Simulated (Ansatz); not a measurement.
# C₁₂H₁₀BiCl: how energies converge with the basis set

The task here is to estimate one member of a computed series from the others.

Computed with Ansatz 0.2.0, Gaussian basis. Level: one geometry, several basis sets.

Plan: PBE0-D4/def2-SVP; ωB97M-V/def2-SVP; PBE0-D4/def2-QZVPP; ωB97M-V/def2-QZVPP; the functionals' def2-TZVPP values are taken from earlier runs.

**The geometry**

The geometry comes from an earlier relaxation with PBE0-D4 in a triple-zeta def2 set; it is a stationary point, not always the lowest conformer. Bi takes the def2 core potential; no spin-orbit term is included.

SMILES `[Cl][Bi]([c]1ccccc1)[c]1ccccc1`, 24 atoms, charge 0, spin multiplicity 1.

Atoms are counted from 1 here; the program's logs count them from 0.

Bond lengths: Cl1–Bi2 2.462 Å, Bi2–C3 2.230 Å, Bi2–C9 2.233 Å, C3–C4 1.391 Å, C3–C8 1.390 Å, C4–C5 1.388 Å, C4–H15 1.087 Å, C5–C6 1.387 Å, C5–H16 1.084 Å, C6–C7 1.388 Å, C6–H17 1.084 Å, C7–C8 1.387 Å, C7–H18 1.084 Å, C8–H19 1.085 Å, C9–C10 1.388 Å, C9–C14 1.391 Å, C10–C11 1.389 Å, C10–H20 1.085 Å and more. Angles: Cl1–Bi2–C3 95.9°, Cl1–Bi2–C9 95.1°, C3–Bi2–C9 93.7°, Bi2–C3–C4 118.2°, Bi2–C3–C8 122.3°, C4–C3–C8 119.5°, C3–C4–C5 120.4°, C3–C4–H15 120.6°, C5–C4–H15 119.0°, C4–C5–C6 119.8°, C4–C5–H16 120.0°, C6–C5–H16 120.2°, C5–C6–C7 120.0°, C5–C6–H17 120.0°, C7–C6–H17 120.0°, C6–C7–C8 120.2°, C6–C7–H18 120.0°, C8–C7–H18 119.8° and more.

Geometry (Å):

```xyz
24
C12H10BiCl
Cl    0.2228   -1.6348   -3.2271
Bi   -0.1351    0.6193   -2.3033
C    -1.6485    0.0053   -0.7843
C    -2.9912    0.2409   -1.0624
C    -3.9713   -0.1198   -0.1479
C    -3.6105   -0.7178    1.0499
C    -2.2724   -0.9543    1.3325
C    -1.2927   -0.5929    0.4194
C     1.5658    0.5150   -0.8605
C     2.4219   -0.5752   -0.7840
C     3.4579   -0.5804    0.1410
C     3.6426    0.5010    0.9896
C     2.7904    1.5930    0.9142
C     1.7559    1.5998   -0.0106
H    -3.2889    0.7043   -1.9990
H    -5.0161    0.0648   -0.3719
H    -4.3739   -1.0012    1.7656
H    -1.9901   -1.4232    2.2687
H    -0.2493   -0.7791    0.6497
H     2.2783   -1.4260   -1.4416
H     4.1228   -1.4354    0.1984
H     4.4517    0.4936    1.7110
H     2.9300    2.4404    1.5763
H     1.0948    2.4623   -0.0505
```

Set-up of the first run:

in.yaml

```yaml
crystal:
  periodic: [false, false, false]
  atoms:
    - {symbol: Cl, position_ang: [0.222848, -1.634765, -3.227062]}
    - {symbol: Bi, position_ang: [-0.135053, 0.619303, -2.303321]}
    - {symbol: C, position_ang: [-1.648517, 0.005337, -0.784308]}
    - {symbol: C, position_ang: [-2.991213, 0.240881, -1.062369]}
    - {symbol: C, position_ang: [-3.971336, -0.119816, -0.147909]}
    - {symbol: C, position_ang: [-3.610497, -0.717805, 1.049859]}
    - {symbol: C, position_ang: [-2.272369, -0.954268, 1.332488]}
    - {symbol: C, position_ang: [-1.292736, -0.592862, 0.419363]}
    - {symbol: C, position_ang: [1.565831, 0.514990, -0.860507]}
    - {symbol: C, position_ang: [2.421917, -0.575155, -0.783980]}
    - {symbol: C, position_ang: [3.457930, -0.580409, 0.140976]}
    - {symbol: C, position_ang: [3.642614, 0.500979, 0.989601]}
    - {symbol: C, position_ang: [2.790394, 1.592995, 0.914246]}
    - {symbol: C, position_ang: [1.755860, 1.599805, -0.010648]}
    - {symbol: H, position_ang: [-3.288935, 0.704305, -1.998967]}
    - {symbol: H, position_ang: [-5.016100, 0.064832, -0.371871]}
    - {symbol: H, position_ang: [-4.373940, -1.001223, 1.765555]}
    - {symbol: H, position_ang: [-1.990128, -1.423208, 2.268678]}
    - {symbol: H, position_ang: [-0.249311, -0.779074, 0.649730]}
    - {symbol: H, position_ang: [2.278260, -1.426040, -1.441575]}
    - {symbol: H, position_ang: [4.122764, -1.435359, 0.198448]}
    - {symbol: H, position_ang: [4.451728, 0.493558, 1.711037]}
    - {symbol: H, position_ang: [2.929952, 2.440441, 1.576312]}
    - {symbol: H, position_ang: [1.094840, 2.462259, -0.050475]}
basis:
  gaussian: {orbitals: def2-SVP}
hamiltonian: {xc: pbe0, dispersion: d4}
output: {orbitals: {seedname: orbitals}}
```

Steps of the session up to this table: PBE0-D4 in def2-SVP; ωB97M-V in def2-SVP; PBE0-D4 in def2-QZVPP; ωB97M-V in def2-QZVPP.

One of the session's tables, all rows but one given; the rest of the session is left out.

It belongs to the step «Functionals by basis». 

```
functional       basis  HOMO (eV)  LUMO (eV)
   PBE0-D4    def2-SVP      -7.01      -1.47
   PBE0-D4  def2-TZVPP      -7.08      -1.60
   PBE0-D4  def2-QZVPP      -7.10      -1.65
   ωB97M-V    def2-SVP          ?          ?
   ωB97M-V  def2-TZVPP      -9.10       0.16
   ωB97M-V  def2-QZVPP      -9.12       0.06
```

Q: Estimate the row for ωB97M-V, def2-SVP from the others.

The run gave: HOMO (eV): -9.01; LUMO (eV): 0.39. In the column «HOMO (eV)» it lies between ωB97M-V, def2-TZVPP (-9.10) and PBE0-D4, def2-QZVPP (-7.10).
